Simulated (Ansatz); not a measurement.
# La (hcp type): a relaxation

Wanted: a converged relaxation for La (hcp type), and a check of what comes out. The structure is shown as the input types it.

Computed with Ansatz 0.2.0 (DFT, PBE, PAW with Ansatz's default frozen-core files, scalar-relativistic, unless a step's input says otherwise).

2 further runs of the same task are left out: 2 that didn't finish.

### 1 Starting point

Symmetry: P6_3/mmc, No. 194, hexagonal system. The conventional cell has a = 3.321 Å, b = 3.321 Å, c = 5.365 Å, α = 90.00°, β = 90.00°, γ = 120.00°. La (site symmetry -6m2) has 12 La at 3.30 to 3.32 Å as nearest neighbours.

As a file:

```xyz
2
Lattice="3.3211 0.0000 0.0000 -1.6605 2.8761 0.0000 0.0000 0.0000 5.3652" Properties=species:S:1:pos:R:3 pbc="T T T"
La    0.0000    1.9174    1.3413
La    1.6605    0.9587    4.0239
```

### 2 Running it

input.yaml reads:

```yaml
crystal:
  lattice:
    - [3.3210815068, 0.0, 0.0]
    - [-1.6605407534, 2.876140953, 0.0]
    - [0.0, 0.0, 5.3652430463]
  atoms:
    - { symbol: La, position: [0.3333333333, 0.6666666667, 0.25] }
    - { symbol: La, position: [0.6666666667, 0.3333333333, 0.75] }
kpoints:
  mp_grid: { grid: [13, 13, 7] }
scf:
  occupations: { method: fermi_dirac, width: 0.08 }
  mixing: { algorithm: broyden, beta: 1.0, ndim: 1, preconditioner: none }
  max_iter: 75
hamiltonian:
  xc: pbe
  pseudopotentials: { kind: paw }
output:
  forces: true
  stress: true
relax:
  f_tol: 0.005
  max_steps: 30
  cell: { stress_tol: 0.23, fix: [volume] }
```

Launch:

```sh
$ ansatz run input.yaml --threads 1 --pin off --max-ram 2048MiB --backend cpu --events-out ev --progress --plain --runs-dir out
```

**Question.** How will this run end, and is anything wrong with its input?

The run converged and reported no error. It gives a pressure of 15 GPa, which is large; a structure far from rest gives such values too, whatever the setting.

In the input, scf.mixing.algorithm is broyden; scf.mixing.beta is 1.0; scf.mixing.ndim is 1; scf.mixing.preconditioner is none. The risk: mixing too aggressive. Here it converged all the same; such a setting changes the road, not the converged state. Several mixing settings were changed at once, so this run can't tell how much each is to blame.

To check: delete scf.mixing.algorithm, scf.mixing.beta, scf.mixing.ndim and scf.mixing.preconditioner (the default then holds).
